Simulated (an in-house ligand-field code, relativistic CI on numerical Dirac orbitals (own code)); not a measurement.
# d5 in a ligand field: terms for several parameter sets

Aim: the terms of a d5 shell from Racah B and C and the field, by exact diagonalisation.

Method: parametric ligand-field model of a d^n configuration (Racah B and C, spin-orbit zeta, crystal field), exact diagonalisation. Code: an in-house ligand-field code version 1.

### 1 Starting point

```
shell        : d5
set 1 (cm⁻¹) : B = 800, C = 3230, Oh, 10Dq = 6950
set 2 (cm⁻¹) : B = 1050, C = 5080, Oh, 10Dq = 29850
set 3 (cm⁻¹) : B = 410, C = 1520, Oh, 10Dq = 39650
set 4 (cm⁻¹) : B = 470, C = 2330, Td, 10Dq = -8150
set 5 (cm⁻¹) : B = 410, C = 1710, Oh, 10Dq = 13850
set 6 (cm⁻¹) : B = 1060, C = 5450, Oh, 10Dq = 16500
set 7 (cm⁻¹) : B = 1020, C = 3960, Oh, 10Dq = 28350
set 8 (cm⁻¹) : B = 510, C = 2280, Oh, 10Dq = 28750
```

### 2 Set 1

Settings of the run:

```ini
n = 5
racah_B = 800  # cm-1
racah_C = 3230  # cm-1
zeta = 0  # cm-1
symmetry = Oh
field = {"10Dq": 6950}  # cm-1
```

### 3 Set 2

Settings of the run:

```ini
n = 5
racah_B = 1050  # cm-1
racah_C = 5080  # cm-1
zeta = 0  # cm-1
symmetry = Oh
field = {"10Dq": 29850}  # cm-1
```

### 4 Set 3

Settings of the run:

```ini
n = 5
racah_B = 410  # cm-1
racah_C = 1520  # cm-1
zeta = 0  # cm-1
symmetry = Oh
field = {"10Dq": 39650}  # cm-1
```

### 5 Set 4

Settings of the run:

```ini
n = 5
racah_B = 470  # cm-1
racah_C = 2330  # cm-1
zeta = 0  # cm-1
symmetry = Td
field = {"10Dq": -8150}  # cm-1
```

### 6 Set 5

Settings of the run:

```ini
n = 5
racah_B = 410  # cm-1
racah_C = 1710  # cm-1
zeta = 0  # cm-1
symmetry = Oh
field = {"10Dq": 13850}  # cm-1
```

### 7 Set 6

Settings of the run:

```ini
n = 5
racah_B = 1060  # cm-1
racah_C = 5450  # cm-1
zeta = 0  # cm-1
symmetry = Oh
field = {"10Dq": 16500}  # cm-1
```

### 8 Set 7

Settings of the run:

```ini
n = 5
racah_B = 1020  # cm-1
racah_C = 3960  # cm-1
zeta = 0  # cm-1
symmetry = Oh
field = {"10Dq": 28350}  # cm-1
```

### 9 Set 8

Settings of the run:

```ini
n = 5
racah_B = 510  # cm-1
racah_C = 2280  # cm-1
zeta = 0  # cm-1
symmetry = Oh
field = {"10Dq": 28750}  # cm-1
```

(Steps that only read results are left out.)

Q: Predict the outcome of this session. Wanted: lowest terms; sets at their largest spin, of those that allow S over 1.

The runs gave:

| set | 10Dq/B (size) | lowest | S | electrons in z² and x²-y² | first level of the same spin (cm⁻¹) |
| --- | --- | --- | --- | --- | --- |
| 1: Oh | 8.7 | 6A1 | 2.50 | 2.00 | - |
| 2: Oh | 28.4 | 6A1 | 2.50 | 2.00 | - |
| 3: Oh | 96.7 | 2T2 | 0.50 | 0.01 | 2A2 37295 |
| 4: Td | 17.3 | 6A1 | 2.50 | 2.00 | - |
| 5: Oh | 33.8 | 2T2 | 0.50 | 0.05 | 2A2 11803 |
| 6: Oh | 15.6 | 6A1 | 2.50 | 2.00 | - |
| 7: Oh | 27.8 | 2T2 | 0.50 | 0.06 | 2A2 23686 |
| 8: Oh | 56.4 | 2T2 | 0.50 | 0.03 | 2A2 25783 |

```
                                                quantity                                                           value
                                            lowest terms  1: 6A1, 2: 6A1, 3: 2T2, 4: 6A1, 5: 2T2, 6: 6A1, 7: 2T2, 8: 2T2
sets at their largest spin, of those that allow S over 1                                                      1, 2, 4, 6
```

In words: 4 of 8 sets have the highest spin that their shell allows, S = 5/2. A negative 10Dq stands for a tetrahedral field. B, C and the field are free parameters here, not those of a compound.
